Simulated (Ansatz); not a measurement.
# Sc4Mo: the cost of one run

Computed with Ansatz 0.2.0 (DFT PBE, scalar-relativistic, plane waves, PAW, unless a step's input says otherwise).

### 1 The system as given

The structure is cubic, space group Im-3m (No. 229). The conventional cell has a = 5.859 Å, b = 5.859 Å, c = 5.859 Å, α = 90.00°, β = 90.00°, γ = 90.00°. Sc (site symmetry -3m) has 2 Mo at 2.54 Å as nearest neighbours. Around Mo (site symmetry m-3m) lie 8 Sc at 2.54 Å.

Coordinates:

```cif
data_structure
_symmetry_space_group_name_H-M 'Im-3m'
_symmetry_Int_Tables_number 229
_cell_length_a 5.8589
_cell_length_b 5.8589
_cell_length_c 5.8589
_cell_angle_alpha 90.000
_cell_angle_beta 90.000
_cell_angle_gamma 90.000
_cell_volume 201.11
loop_
_atom_site_label
_atom_site_type_symbol
_atom_site_symmetry_multiplicity
_atom_site_Wyckoff_symbol
_atom_site_fract_x
_atom_site_fract_y
_atom_site_fract_z
_atom_site_occupancy
Sc1 Sc 8 c 0.25000 0.25000 0.25000 1
Mo1 Mo 2 a 0.00000 0.00000 0.00000 1
```

A structure generator made this guess: random cell by space group and Wyckoff sites (Im-3m, No. 229). Its size is a rough estimate.

### 2 A first look at the guess

Contents of input.yaml:

```yaml
crystal:
  lattice:
    - [-2.92943603, 2.92943603, 2.92943603]
    - [2.92943603, -2.92943603, 2.92943603]
    - [2.92943603, 2.92943603, -2.92943603]
  atoms:
    - { symbol: Sc, position: [0.5, 0.5, 0.5] }
    - { symbol: Sc, position: [0.0, 0.0, 0.5] }
    - { symbol: Sc, position: [0.0, 0.5, 0.0] }
    - { symbol: Sc, position: [0.5, 0.0, 0.0] }
    - { symbol: Mo, position: [0.0, 0.0, 0.0] }
basis:
  ecutwfc: 420
kpoints:
  mp_grid: { grid: [4, 4, 4] }
hamiltonian:
  xc: pbe
scf:
  occupations: { method: gaussian, width: 0.1 }
  lower_state_search: "off"
output:
  forces: true
  stress: true
  eigenvalues: true
```

On the command line:

```
$ ansatz run input.yaml --threads 1 --pin off --max-ram 2560MiB --backend cpu --events-out ev --progress --plain --runs-dir out
```

**Question.** How long does this run take on 1 thread of Intel Xeon Platinum 8488C (Sapphire Rapids), shared host, and how much memory does it need?

About 1.6 s, with a peak of 0.42 GiB.
